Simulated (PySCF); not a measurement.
**C₃H₁₀B₂: electronic excitations and core binding energies**

Aim: predict the electronic excitations and core binding energies of C₃H₁₀B₂ (`BC[C@@H](B)C`).

Programs: PySCF 2.14.0, with density-fitted response routines of our own. Each step states its level of theory. These are calculated values for one molecule in the gas phase, unless marked as measured. Atoms are numbered from 0 throughout.

### 1 Starting geometry

15 atoms, charge 0, multiplicity 1; geometry from: GFN2-xTB.

Bonds of the start (Å): B0–C1 1.57, C1–C2 1.55, C2–B3 1.57, C2–C4 1.53, B0–H5 1.17, B0–H6 1.17, C1–H7 1.10, C1–H8 1.09, C2–H9 1.09, B3–H10 1.17, B3–H11 1.17, C4–H12 1.09, C4–H13 1.09, C4–H14 1.09.

### 2 Excited states and response: CAM-B3LYP/def2-SVPD

The job: settings as JSON, then the geometry in Å.

```
{"job": {"kind": "uv", "xc": "CAM-B3LYP", "basis": "def2-SVPD", "nstates": 8, "ntriplets": 3}, "charge": 0, "multiplicity": 1}
B      2.105216     0.312475    -0.000453
C      0.819268    -0.541140     0.271209
C     -0.485145    -0.085092    -0.440300
B     -1.467722    -1.288827    -0.199901
C     -0.923069     1.262488     0.135420
H      2.187792     1.007193    -0.937400
H      3.019214     0.206922     0.722813
H      1.077026    -1.551284    -0.075836
H      0.615803    -0.657538     1.339145
H     -0.239690     0.062735    -1.496262
H     -2.174363    -1.301660     0.732363
H     -1.438768    -2.216847    -0.912818
H     -0.137576     2.006935     0.011092
H     -1.142968     1.173165     1.197325
H     -1.819430     1.618465    -0.368310
```

Level: TDDFT CAM-B3LYP/def2-SVPD, vertical, gas phase, core orbitals frozen in the response.

The run is started by

```sh
$ OMP_NUM_THREADS=1 python probes_run.py task.json out
```

The driver reads the jobs from task.json and runs them one after another.

**Question.** This job is followed by: delta-SCF UKS SCAN, pcX-2 on the ionised atom, pcseg-1 elsewhere, spin-free X2C. What will the session give for the following? lowest singlet (CAM-B3LYP/def2-SVPD); brightest single state of those computed; lowest triplet; C1s binding energies, SCAN/pcX-2.

The runs gave:

```
                                quantity                               value
    lowest singlet (CAM-B3LYP/def2-SVPD)         5.42 eV (229 nm), f = 0.012
brightest single state of those computed         state 5, 7.16 eV, f = 0.013
                          lowest triplet                             4.86 eV
        C1s binding energies, SCAN/pcX-2  C4 290.36, C1 290.34, C2 290.03 eV
```

What this shows: The lowest singlet, at 5.42 eV, is HOMO→LUMO+1 0.65, HOMO→LUMO 0.25 and is weak; of the 8 states computed, the strongest absorption comes from state 5 at 7.16 eV. The lowest triplet lies 0.55 eV below the lowest singlet (triplets in Tamm-Dancoff, singlets in full TDDFT). The C1s levels kept as sound span 0.34 eV, from C2 (sp3 CH bonded to B) up to C4 (methyl carbon).
